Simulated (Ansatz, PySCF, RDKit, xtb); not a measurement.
# C4H7BSSi: which of the isomers drawn lies lowest?

A sample of isomers of C4H7BSSi is drawn. Aim: find which of them has the lowest free energy at 298.15 K, then its properties. The sample is small against all isomers, and the most stable one of this formula need not be in it.

Plan: many cheap relaxations first (GFN2-xTB), then density-functional screening, relaxation at r2SCAN-D4/def2-SVP, vibrations (at GFN2-xTB) and a final energy. The numbers are computed, not measured.

### 1 Possible bonding patterns

Isomers were taken from a list of plausible structures; this is a sample, not all of them. That gives 6 candidates.

```
label              SMILES     spin
 c116  [SiH3]C1=C(S)BC=C1  singlet
 c169  [SiH3]C1=CC=C(S)B1  singlet
 c266  [SiH3]C1=CBC(S)=C1  singlet
 c398  [SiH3]C1=CB(S)C=C1  singlet
 c494    [SiH3]C1=CC=CB1S  singlet
 c628    [SiH3]B1C=CC=C1S  singlet
```

Candidates are built by distance geometry, with a force field where one applies, in up to four conformers (letters a to d).

### 2 Search with GFN2-xTB

All 6 starts are relaxed the same way. One of them, c116a (taken from a list of positional isomers, embedded by distance geometry and UFF), in full:

start.xyz

```xyz
14
c116a
C     -0.503164     0.831612    -1.107576
C     -1.053566     0.110314    -0.151196
C     -2.692701     0.809471    -1.821246
C     -1.510795     1.251350    -2.138132
B     -2.599978    -0.014363    -0.500696
S     -0.279548    -0.566889     1.275910
Si     1.273916     1.358574    -1.200218
H      1.515834     2.443433    -0.252249
H      2.104155     0.180952    -0.832371
H      1.607437     1.812626    -2.519002
H     -0.540319     0.651277     2.040865
H     -3.438369    -0.533135     0.101879
H     -3.595998     0.974241    -2.410415
H     -1.268352     1.841883    -3.014902
```

Started as:

```bash
$ xtb start.xyz --gfn 2 --opt
```

The program printed (excerpt; [...] marks lines left out):

```text
* xtb version 6.7.1
[...]
          :  # basis functions                  47          :
[...]
          :  # electrons                        36          :
[...]
          :  Hamiltonian                  GFN2-xTB          :
[...]
          :  net charge                          0          :
          :  unpaired electrons                  0          :
[...]
   *** convergence criteria satisfied after 14 iterations ***
[...]
   *** GEOMETRY OPTIMIZATION CONVERGED AFTER 29 ITERATIONS ***
[...]
   *** convergence criteria satisfied after 3 iterations ***
[...]
         ::                     SUMMARY                     ::
         :::::::::::::::::::::::::::::::::::::::::::::::::::::
         :: total energy             -18.260602589429 Eh    ::
         :: gradient norm              0.000293312900 Eh/a0 ::
         :: HOMO-LUMO gap              1.005718197005 eV    ::
         ::.................................................::
         :: SCC energy               -18.504050070840 Eh    ::
         :: -> isotropic ES            0.033220168015 Eh    ::
         :: -> anisotropic ES          0.005346474344 Eh    ::
         :: -> anisotropic XC          0.008632230880 Eh    ::
         :: -> dispersion             -0.012455341624 Eh    ::
         :: repulsion energy           0.243447481411 Eh    ::
         :: add. restraining           0.000000000000 Eh    ::
         :: total charge              -0.000000000000 e     ::
         :::::::::::::::::::::::::::::::::::::::::::::::::::::
[...]
        18        2.0000           -0.3565408              -9.7020 (HOMO)
        19                         -0.3195813              -8.6963 (LUMO)
[...]
     #   Z          covCN         q      C6AA      α(0)
     1   6 C        2.926    -0.123    31.130     9.150
     2   6 C        2.930    -0.041    29.018     8.834
     3   6 C        2.845    -0.136    31.477     9.195
     4   6 C        2.996    -0.014    28.345     8.733
     5   5 B        2.815     0.257    17.475     6.984
     6  16 S        1.943    -0.210   149.995    20.613
     7  14 Si       3.647     0.445    98.919    19.070
     8   1 H        0.918    -0.099     5.518     3.674
     9   1 H        0.917    -0.099     5.512     3.672
    10   1 H        0.918    -0.113     6.035     3.842
    11   1 H        0.923     0.167     1.281     1.770
    12   1 H        0.940    -0.088     5.140     3.544
    13   1 H        0.926     0.025     2.660     2.550
    14   1 H        0.926     0.028     2.619     2.531
[...]
molecular dipole:
                 x           y           z       tot (Debye)
 q only:       -0.244      -0.083       0.088
   full:       -0.438      -0.069      -0.110       1.161
molecular quadrupole (traceless):
[...]
          | TOTAL ENERGY              -18.260602589429 Eh   |
          | GRADIENT NORM               0.000293312900 Eh/α |
          | HOMO-LUMO GAP               1.005718197005 eV   |
           -------------------------------------------------
[...]
```

Wall time 0.67 s (2 threads of AMD EPYC (Zen 3), shared host).

### 3 What the search left

6 of the 6 relaxations converged. 6 distinct structures remain:

| label | start | SMILES after | spin | energy (kcal/mol) |
| --- | --- | --- | --- | --- |
| c494a | drawn | [SiH3]C1=CC=CB1S | singlet | 0.0 |
| c398a | drawn | [SiH3]C1=CB(S)C=C1 | singlet | 0.5 |
| c116a | drawn | [SiH3]C1=C(S)BC=C1 | singlet | 16.1 |
| c169a | drawn | [SiH3]C1=CC=C(S)B1 | singlet | 17.0 |
| c266a | drawn | [SiH3]C1=CBC(S)=C1 | singlet | 17.0 |
| c628a | drawn | [SiH3]B1C=CC=C1S | singlet | 25.8 |

### 4 Single points on the low minima

A choice of the minima (the low ones first, few conformers of a pattern, up to a cap) and the lowest that fell apart get a single point at r2SCAN-D4/def2-SVP on the tight-binding geometry, and one at HF/STO-3G for comparison. The lowest singlets are also tried as triplets at the same geometry (label ending in t). The first, c494a:

input.yaml

```yaml
crystal:
  periodic: [false, false, false]
  atoms:
    - symbol: C
      position_ang: [-0.359206, 1.013577, -0.653900]
    - symbol: C
      position_ang: [-1.300960, 1.384200, 0.234890]
    - symbol: C
      position_ang: [-2.648184, 0.913515, -0.129693]
    - symbol: C
      position_ang: [-2.632764, 0.217144, -1.274998]
    - symbol: B
      position_ang: [-1.141002, 0.197521, -1.761268]
    - symbol: S
      position_ang: [-0.467397, -0.548570, -3.208071]
    - symbol: Si
      position_ang: [1.462274, 1.422584, -0.516980]
    - symbol: H
      position_ang: [1.667575, 2.321202, 0.621796]
    - symbol: H
      position_ang: [2.222383, 0.182866, -0.320244]
    - symbol: H
      position_ang: [1.906158, 2.073143, -1.754311]
    - symbol: H
      position_ang: [-1.132462, 1.963144, 1.129830]
    - symbol: H
      position_ang: [-3.510191, 1.128730, 0.482805]
    - symbol: H
      position_ang: [-3.517789, -0.214384, -1.715703]
    - symbol: H
      position_ang: [-1.599380, -1.053353, -3.698526]
basis:
  gaussian:
    orbitals: def2-SVP
hamiltonian:
  xc: r2scan
  dispersion: d4
scf:
  lower_state_search: "off"
output: {orbitals: {seedname: orbitals}}
```

Started as:

```bash
$ ansatz run input.yaml --threads 2 --pin off --max-ram 5220MiB --events-out events.jsonl --progress --plain --runs-dir runs
```

The program printed (excerpt; [...] marks lines left out):

```text
Warning: RAYON_NUM_THREADS=2 ignored (pool sized by the plan → 2); use --threads N
Functional definition: r2SCAN
  name "r2SCAN"
[...]
1593 factors; their error is unknown
[...]
mean field -23636.96780972 eV, -868.6425452951 hartree, gradient 2.2e-6 eV, S^2 0.000000; 0 other end points of the search recorded, 0 dependent functions left out
reference -23636.96782152 eV, -868.6425457287 hartree; 33, 33 occupied and 108, 108 virtual orbitals, 1593 factors
Total energy: -23637.07863964 eV, -868.6466182195 hartree
Checks for a lower state left out: stability, starts, cluster_reference, orbital_swaps, neighbouring_geometries, increment
```

It took 6.6 s on 2 threads of AMD EPYC (Zen 3), shared host; peak memory 0.2 GiB.

Relative energies in kcal/mol, each column from its lowest structure that stays in one piece:

```
 label              SMILES     spin  GFN2-xTB  HF/STO-3G  r2SCAN-D4/def2-SVP
 c494a    [SiH3]C1=CC=CB1S  singlet       0.0        0.1                 0.0
 c398a  [SiH3]C1=CB(S)C=C1  singlet       0.5        0.0                 2.5
 c169a  [SiH3]C1=CC=C(S)B1  singlet      17.0       29.6                33.3
 c116a  [SiH3]C1=C(S)BC=C1  singlet      16.1       30.1                34.7
 c266a  [SiH3]C1=CBC(S)=C1  singlet      17.0       29.5                36.4
c494at    [SiH3]C1=CC=CB1S  triplet         –          –                36.7
 c628a    [SiH3]B1C=CC=C1S  singlet      25.8       36.6                37.8
c398at  [SiH3]C1=CB(S)C=C1  triplet         –          –                39.0
c169at  [SiH3]C1=CC=C(S)B1  triplet         –          –                50.5
```

### 5 Relaxing the best candidates

3 candidates are relaxed at r2SCAN-D4/def2-SVP (chosen among the lowest in one piece). The first, c494a:

input.yaml: that of step 4 with these lines changed.

```diff
@@ -39,2 +39,3 @@
   lower_state_search: "off"
-output: {orbitals: {seedname: orbitals}}
+relax:
+  f_tol: 0.006
```

Started as:

```bash
$ ansatz run input.yaml --threads 2 --pin off --max-ram 5220MiB --events-out events.jsonl --progress --plain --runs-dir runs
```

The program printed (excerpt; [...] marks lines left out):

```text
Warning: RAYON_NUM_THREADS=2 ignored (pool sized by the plan → 2); use --threads N
[...]
[... 2 set-up lines as earlier in the session ...]
[...]
1593 factors; their error is unknown
[...]
mean field -23636.96780844 eV, -868.6425452480 hartree, gradient 4.2e-6 eV, S^2 0.000000; 0 other end points of the search recorded, 0 dependent functions left out
[...]
reference -23636.96782024 eV, -868.6425456816 hartree; 33, 33 occupied and 108, 108 virtual orbitals, 1593 factors
relax step   1: F+E_penalty+E_count = -23637.07862656 eV  Δ(F+E_penalty+E_count) = +0.000e0 eV  max|allowed force component| = 1.369e0 eV/Å  Δτ_max = 0.0000 Å  (21 SCF iters, accepted)
[...]
relax step   3: F+E_penalty+E_count = -23637.18117495 eV  Δ(F+E_penalty+E_count) = -8.458e-3 eV  max|allowed force component| = 6.298e-2 eV/Å  Δτ_max = 0.0282 Å  (22 SCF iters, accepted)
[...]
Atom 5 at    -0.436090    -0.582082    -3.172690 Å, force    -0.000175    -0.001588     0.000114 eV/Å
Atom 6 at     1.459608     1.419485    -0.526427 Å, force    -0.001614    -0.000968     0.001732 eV/Å
Atom 7 at     1.706978     2.236991     0.701307 Å, force     0.000897     0.000242    -0.000320 eV/Å
Atom 8 at     2.289961     0.176140    -0.451065 Å, force     0.000446     0.000725    -0.000563 eV/Å
Atom 9 at     1.932503     2.189531    -1.719943 Å, force    -0.000458    -0.000594     0.000550 eV/Å
Atom 10 at    -1.129354     2.000956     1.132242 Å, force    -0.000450     0.000404    -0.000901 eV/Å
Atom 11 at    -3.553812     1.162689     0.484745 Å, force     0.000003     0.000577    -0.001658 eV/Å
Atom 12 at    -3.575725    -0.229051    -1.724450 Å, force     0.000173    -0.000513     0.000286 eV/Å
Atom 13 at    -1.562636    -1.114940    -3.700838 Å, force     0.000683     0.000465     0.000224 eV/Å
Dipole moment:    -0.430691    -0.092244    -0.024610 e Å
Checks for a lower state left out: stability, starts, cluster_reference, orbital_swaps, neighbouring_geometries, increment
```

It took 90 s on 2 threads of AMD EPYC (Zen 3), shared host; peak memory 0.2 GiB.

Energy change by step (eV): 0.0000, -0.0941, -0.1025, -0.1025, -0.1030, -0.1033, -0.1036, -0.1037, -0.1038, -0.1038.

After the run. Bond lengths: C1–C2 1.362 Å, C2–C3 1.498 Å, C3–C4 1.353 Å, C1–B5 1.591 Å, C4–B5 1.577 Å, B5–S6 1.783 Å, C1–Si7 1.858 Å, Si7–H8 1.496 Å, Si7–H9 1.497 Å, Si7–H10 1.497 Å, C2–H11 1.098 Å, C3–H12 1.097 Å, C4–H13 1.093 Å, S6–H14 1.354 Å. Some angles: C1–C2–C3 113.4°, C2–C1–B5 103.2°, C2–C1–Si7 125.0°, B5–C1–Si7 131.8°, C2–C3–C4 111.9°, C3–C4–B5 104.8°, C1–B5–C4 106.7°, C1–B5–S6 123.8°, C4–B5–S6 129.5°, C1–C2–H11 125.5°.

### 6 After refinement

```
label     spin  r2SCAN-D4/def2-SVP (kcal/mol)  r2SCAN-D4/def2-SVP, relaxed (kcal/mol)  time
c494a  singlet                            0.0                                     0.0  90 s
c398a  singlet                            2.5                                     2.5  89 s
c169a  singlet                           33.3                                    32.7  84 s
```

c494a: Bond lengths: C1–C2 1.362 Å, C2–C3 1.498 Å, C3–C4 1.353 Å, C1–B5 1.591 Å, C4–B5 1.577 Å, B5–S6 1.783 Å, C1–Si7 1.858 Å, Si7–H8 1.496 Å, Si7–H9 1.497 Å, Si7–H10 1.497 Å, C2–H11 1.098 Å, C3–H12 1.097 Å, C4–H13 1.093 Å, S6–H14 1.354 Å. Some angles: C1–C2–C3 113.4°, C2–C1–B5 103.2°, C2–C1–Si7 125.0°, B5–C1–Si7 131.8°, C2–C3–C4 111.9°, C3–C4–B5 104.8°, C1–B5–C4 106.7°, C1–B5–S6 123.8°, C4–B5–S6 129.5°, C1–C2–H11 125.5°.

c398a: Bond lengths: C1–C2 1.361 Å, C1–C4 1.515 Å, C3–C4 1.353 Å, C2–B5 1.583 Å, C3–B5 1.572 Å, B5–S6 1.783 Å, C1–Si7 1.873 Å, Si7–H8 1.497 Å, Si7–H9 1.492 Å, Si7–H10 1.497 Å, C2–H11 1.094 Å, S6–H12 1.354 Å, C3–H13 1.093 Å, C4–H14 1.097 Å. Some angles: C1–C2–B5 106.1°, C2–C1–C4 110.3°, C2–C1–Si7 126.0°, C4–C1–Si7 123.8°, C1–C4–C3 112.9°, C4–C3–B5 105.1°, C2–B5–C3 105.7°, C2–B5–S6 124.3°, C3–B5–S6 130.1°, C1–C2–H11 123.4°.

c169a: Bond lengths: C1–C2 1.374 Å, C2–C3 1.485 Å, C3–C4 1.360 Å, C1–B5 1.559 Å, C4–B5 1.617 Å, C4–S6 1.733 Å, C1–Si7 1.853 Å, Si7–H8 1.498 Å, Si7–H9 1.497 Å, Si7–H10 1.498 Å, C2–H11 1.100 Å, C3–H12 1.094 Å, S6–H13 1.352 Å, B5–H14 1.208 Å. Some angles: C1–C2–C3 115.3°, C2–C1–B5 103.7°, C2–C1–Si7 125.4°, B5–C1–Si7 130.9°, C2–C3–C4 109.6°, C3–C4–B5 106.1°, C3–C4–S6 126.6°, B5–C4–S6 127.3°, C1–B5–C4 105.4°, C1–C2–H11 124.6°.

### 7 Vibrations and thermal terms

The lowest few in one piece go on as finalists. In this search the thermal terms come from GFN2-xTB at its own nearest minimum. The first, c494a:

start.xyz

```xyz
14
c494a
C     -0.348245     1.013726    -0.660082
C     -1.304643     1.402028     0.228609
C     -2.679080     0.929673    -0.134127
C     -2.678867     0.209560    -1.279999
B     -1.171543     0.186612    -1.741655
S     -0.436090    -0.582082    -3.172690
Si     1.459608     1.419485    -0.526427
H      1.706978     2.236991     0.701307
H      2.289961     0.176140    -0.451065
H      1.932503     2.189531    -1.719943
H     -1.129354     2.000956     1.132242
H     -3.553812     1.162689     0.484745
H     -3.575725    -0.229051    -1.724450
H     -1.562636    -1.114940    -3.700838
```

Started as:

```bash
$ xtb start.xyz --gfn 2 --ohess tight
```

The program printed (excerpt; [...] marks lines left out):

```text
* xtb version 6.7.1
[...]
          :  # basis functions                  47          :
[...]
          :  # electrons                        36          :
[...]
          :  Hamiltonian                  GFN2-xTB          :
[...]
          :  net charge                          0          :
          :  unpaired electrons                  0          :
[...]
   *** convergence criteria satisfied after 14 iterations ***
[...]
   *** GEOMETRY OPTIMIZATION CONVERGED AFTER 7 ITERATIONS ***
[...]
   *** convergence criteria satisfied after 3 iterations ***
[...]
         ::                     SUMMARY                     ::
         :::::::::::::::::::::::::::::::::::::::::::::::::::::
         :: total energy             -18.286258851870 Eh    ::
         :: gradient norm              0.000338458815 Eh/a0 ::
         :: HOMO-LUMO gap              1.885027255976 eV    ::
         ::.................................................::
         :: SCC energy               -18.539296619654 Eh    ::
         :: -> isotropic ES            0.037226022807 Eh    ::
         :: -> anisotropic ES          0.005249611736 Eh    ::
         :: -> anisotropic XC          0.009506119985 Eh    ::
         :: -> dispersion             -0.011974083683 Eh    ::
         :: repulsion energy           0.253037767785 Eh    ::
         :: add. restraining           0.000000000000 Eh    ::
         :: total charge               0.000000000000 e     ::
         :::::::::::::::::::::::::::::::::::::::::::::::::::::
[...]
        18        2.0000           -0.3737001             -10.1689 (HOMO)
        19                         -0.3044265              -8.2839 (LUMO)
[...]
molecular dipole:
                 x           y           z       tot (Debye)
 q only:       -0.195      -0.179      -0.229
   full:       -0.682      -0.070       0.082       1.755
molecular quadrupole (traceless):
[...]
          | TOTAL ENERGY              -18.286258851896 Eh   |
          | TOTAL ENTHALPY            -18.186332798091 Eh   |
          | TOTAL FREE ENERGY         -18.230120281792 Eh   |
          | GRADIENT NORM               0.000338349837 Eh/α |
[...]
```

Run time: 1.3 s. Hardware: 2 threads of AMD EPYC (Zen 3), shared host.

### 8 Thermal terms of the finalists

As xtb prints them, at 298.15 K, with its own treatment of low modes:

```csv
label,SMILES,spin,lowest mode (cm⁻¹),zero-point (kcal/mol),G − E (kcal/mol)
c494a,[SiH3]C1=CC=CB1S,singlet,56,56.6,35.2
c398a,[SiH3]C1=CB(S)C=C1,singlet,53,56.6,35.3
c169a,[SiH3]C1=CC=C(S)B1,singlet,65,54.8,33.4
```

### 9 Last filter: a higher level

Single points at CCSD(T)/def2-SVP + MP2/def2-TZVPP - MP2/def2-SVP on the refined geometries decide the order.

c494a, CCSD(T)/def2-SVP:

input.yaml

```yaml
crystal:
  periodic: [false, false, false]
  atoms:
    - {symbol: C, position_ang: [-0.348245, 1.013726, -0.660082]}
    - {symbol: C, position_ang: [-1.304643, 1.402028, 0.228609]}
    - {symbol: C, position_ang: [-2.679080, 0.929673, -0.134127]}
    - {symbol: C, position_ang: [-2.678867, 0.209560, -1.279999]}
    - {symbol: B, position_ang: [-1.171543, 0.186612, -1.741655]}
    - {symbol: S, position_ang: [-0.436090, -0.582082, -3.172690]}
    - {symbol: Si, position_ang: [1.459608, 1.419485, -0.526427]}
    - {symbol: H, position_ang: [1.706978, 2.236991, 0.701307]}
    - {symbol: H, position_ang: [2.289961, 0.176140, -0.451065]}
    - {symbol: H, position_ang: [1.932503, 2.189531, -1.719943]}
    - {symbol: H, position_ang: [-1.129354, 2.000956, 1.132242]}
    - {symbol: H, position_ang: [-3.553812, 1.162689, 0.484745]}
    - {symbol: H, position_ang: [-3.575725, -0.229051, -1.724450]}
    - {symbol: H, position_ang: [-1.562636, -1.114940, -3.700838]}
basis:
  gaussian:
    orbitals: def2-SVP
correlation:
  method: ccsd_t
  frozen_orbitals: {C: 1, H: 0, Si: 5, B: 1, S: 5}
```

Started as:

```bash
$ ansatz run input.yaml --threads 2 --pin off --max-ram 5220MiB --events-out events.jsonl --progress --plain --runs-dir runs
```

The program printed (excerpt; [...] marks lines left out):

```text
Warning: RAYON_NUM_THREADS=2 ignored (pool sized by the plan → 2); use --threads N
Functional definition: HF
  name "HF"
[...]
1413 factors; integrals over basis functions are off by at most 1.2e-3 eV
[...]
mean field -23574.37087031 eV, -866.3421502015 hartree, gradient 5.1e-6 eV, S^2 0.000000; 0 other end points of the search recorded, 0 dependent functions left out; unrestricted orbitals would lower it
15 core orbitals not correlated: weight in the atoms' cores, before any rotation towards them, 1.000 or more for the frozen orbitals, at most 0.000 for the correlated occupied ones
reference -23574.37087031 eV, -866.3421502015 hartree; 18, 18 occupied and 108, 108 virtual orbitals, 1413 factors
second order -22.47527500 eV of doubles, -0.00000000 eV of singles
cycle   1  -23.50996734 eV  change    -1.0e0 eV  update   1.3e-1
[...]
cycle  11  -24.41327459 eV  change   -2.2e-5 eV  update   1.9e-5
perturbative correction -1.00883783 eV, -0.0370741064 hartree
Total energy: -23599.79298273 eV, -867.2763956012 hartree
```

Run time: 78 s. Hardware: 2 threads of AMD EPYC (Zen 3), shared host; peak memory 1 GiB.

### 10 c494a at MP2/def2-TZVPP

input.yaml: that of step 9 with these lines changed.

```diff
@@ -19,5 +19,5 @@
   gaussian:
-    orbitals: def2-SVP
+    orbitals: def2-TZVPP
 correlation:
-  method: ccsd_t
+  method: mp2
   frozen_orbitals: {C: 1, H: 0, Si: 5, B: 1, S: 5}
```

Started as:

```bash
$ ansatz run input.yaml --threads 2 --pin off --max-ram 5220MiB --events-out events.jsonl --progress --plain --runs-dir runs
```

The program printed:

```text
Warning: RAYON_NUM_THREADS=2 ignored (pool sized by the plan → 2); use --threads N
[... 2 set-up lines as earlier in the session ...]
  exchange = exact_x
  correlation = 0
1987 factors; integrals over basis functions are off by at most 9.4e-4 eV
mean field evaluation 1: about -23580.5174 eV, gradient 4.0e1 eV
mean field evaluation 2: about -23580.8978 eV, gradient 4.0e1 eV
mean field evaluation 4: about -23586.0075 eV, gradient 5.4e0 eV
mean field evaluation 8: about -23586.1268 eV, gradient 3.8e-1 eV
mean field evaluation 16: about -23586.1279 eV, gradient 2.6e-6 eV
mean field -23586.12786890 eV, -866.7742119303 hartree, gradient 2.6e-6 eV, S^2 0.000000; 0 other end points of the search recorded, 0 dependent functions left out; unrestricted orbitals would lower it
15 core orbitals not correlated: weight in the atoms' cores, before any rotation towards them, 1.000 or more for the frozen orbitals, at most 0.000 for the correlated occupied ones
reference -23586.12786890 eV, -866.7742119303 hartree; 18, 18 occupied and 304, 304 virtual orbitals, 1987 factors
second order -27.73997193 eV of doubles, -0.00000000 eV of singles
Total energy: -23613.86784082 eV, -867.7936370958 hartree
```

It took 47 s on 2 threads of AMD EPYC (Zen 3), shared host; peak memory 1.2 GiB.

(Part 1 of 2 ends here.)
